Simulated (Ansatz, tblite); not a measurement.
# Ge(NH2)H3 (GeNH₅): charged states by level of theory

An exercise on one series of results from a longer session: the logs are not shown, and one member is left open.

Program: Ansatz 0.2.0, Gaussian basis. Level of theory: as each input shows. These are calculated values, not measurements.

Levels to be run: charge +1 doublet, at the geometry of the singlet (PBE0-D4/def2-TZVP, PBE-D4/def2-TZVP, r2SCAN-D4/def2-TZVP, HSE06-D4/def2-TZVP, B97M-V/def2-TZVP, ωB97X-V/def2-TZVP, r2SCANh-D4/def2-TZVP, BHLYP-D4/def2-TZVP, CCSD(T)/def2-TZVPP); the starting singlet's energies come from earlier runs.

## The geometry

The singlet was relaxed beforehand with r2SCAN-D4/def2-TZVP.

7 atoms, charge 0, spin multiplicity 1.

Atoms are counted from 1 here; the program's logs count them from 0.

Bond lengths: Ge1–N2 1.847 Å, Ge1–H5 1.532 Å, Ge1–H6 1.532 Å, Ge1–H7 1.546 Å, N2–H3 1.014 Å, N2–H4 1.014 Å. Angles: N2–Ge1–H5 106.6°, N2–Ge1–H6 106.6°, N2–Ge1–H7 114.6°, H5–Ge1–H6 111.1°, H5–Ge1–H7 109.0°, H6–Ge1–H7 108.9°, Ge1–N2–H3 112.7°, Ge1–N2–H4 112.8°, H3–N2–H4 107.4°.

The first run:

in.yaml

```yaml
crystal:
  periodic: [false, false, false]
  atoms:
    - {symbol: Ge, position_ang: [0.010748, 0.020134, -0.696073]}
    - {symbol: N, position_ang: [0.129008, 0.240302, 1.134368]}
    - {symbol: H, position_ang: [0.661036, -0.496367, 1.583633]}
    - {symbol: H, position_ang: [-0.778468, 0.276939, 1.584458]}
    - {symbol: H, position_ang: [1.447487, 0.012517, -1.229141]}
    - {symbol: H, position_ang: [-0.770624, 1.224023, -1.233233]}
    - {symbol: H, position_ang: [-0.699177, -1.277546, -1.144013]}
basis:
  gaussian: {orbitals: def2-TZVP}
total_charge: 1
magnetization: {spin_polarized: true, initial_magnetization: 1}
hamiltonian: {xc: pbe0, dispersion: d4}
output: {orbitals: {seedname: orbitals}}
```

Started as:

```sh
$ ansatz run in.yaml --threads 2 --pin off --events-out ev --progress --plain --max-ram 4352MiB
```

Among the steps run: Charge +1 doublet at the fixed geometry, PBE0-D4/def2-TZVP; Charge +1 doublet at the fixed geometry, PBE-D4/def2-TZVP; Charge +1 doublet at the fixed geometry, r2SCAN-D4/def2-TZVP; Charge +1 doublet at the fixed geometry, HSE06-D4/def2-TZVP; Charge +1 doublet at the fixed geometry, B97M-V/def2-TZVP; Charge +1 doublet at the fixed geometry, ωB97X-V/def2-TZVP; Charge +1 doublet at the fixed geometry, r2SCANh-D4/def2-TZVP; Charge +1 doublet at the fixed geometry, BHLYP-D4/def2-TZVP; Charge +1 doublet at the fixed geometry, CCSD(T)/def2-TZVPP.

One of the session's tables, all rows but one given; the rest of the session is left out.

It belongs to the step «Vertical ionisation energy». Beside −ε(HOMO) of the starting state:

```
               level  −ε(HOMO) (eV)  by difference (eV)  mismatch (eV)
    PBE-D4/def2-TZVP           5.91                9.60          -3.69
 r2SCAN-D4/def2-TZVP           6.23                9.61          -3.38
    B97M-V/def2-TZVP           6.38                9.77          -3.40
r2SCANh-D4/def2-TZVP           6.76                9.64          -2.87
   PBE0-D4/def2-TZVP           7.35                9.72          -2.37
  HSE06-D4/def2-TZVP           6.95                9.71          -2.76
  BHLYP-D4/def2-TZVP              ?                   ?              ?
   ωB97X-V/def2-TZVP           9.81                9.89          -0.07
```

**Question.** Estimate the row for BHLYP-D4/def2-TZVP.

As computed: −ε(HOMO) (eV): 8.71; by difference (eV): 9.67; mismatch (eV): -0.96. In the column «−ε(HOMO) (eV)» it lies between PBE0-D4/def2-TZVP (7.35) and ωB97X-V/def2-TZVP (9.81).
